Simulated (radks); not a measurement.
# Nuclear size and the levels of Pt⁺

An exercise on one series of results from a longer session: the logs are not shown, and one member is left open.

Method: Dirac Kohn-Sham, relativistic LDA (MacDonald-Vosko exchange, VWN5 correlation), spin-unpolarised, spherical densities, finite nucleus; open shells fill j = l - 1/2 first. Code: radks (a radial shooting solver on a logarithmic mesh, Libxc functionals) version 1.

### Starting point

- element: platinum (Z = 78)
- charge: +1
- electrons: 77
- configuration: [Xe] 4f14 5d9
- nuclear rms radius: 5.427 fm

The first run:

Input:

```text
Z 78
configuration [Xe] 4f14 5d9 6s0 6p0
relativity Dirac
functional lda_x_rel,vwn5
spin unpolarised
j_filling energy
nucleus finite rms 5.427 fm
c 137.035999084
```

Among the steps run: rms radius 5.427 fm.

One table of the session follows, with a row left open; its other results are not shown here.

It belongs to the step «rms radius 5.427 fm». From the orbitals of this run (lengths in bohr):

```
level     <r>  outermost maximum (interpolated)  90 % within  nodes
4f7/2  0.5198                             0.387        0.839      0
5p1/2   1.036                             0.923         1.51      3
5p3/2       ?                                 ?            ?      ?
5d3/2   1.608                              1.24         2.52      2
5d5/2   1.680                              1.28         2.65      2
6s1/2   2.690                              2.31         3.94      5
6p1/2   3.386                              2.83         5.05      4
6p3/2   3.732                              3.14         5.55      4
```

**Question.** Estimate the row for 5p3/2.

The run gave: <r>: 1.137; outermost maximum (interpolated): 1.00; 90 % within: 1.66; nodes: 3. In the column «<r>» it lies between 5p1/2 (1.036) and 5d3/2 (1.608).
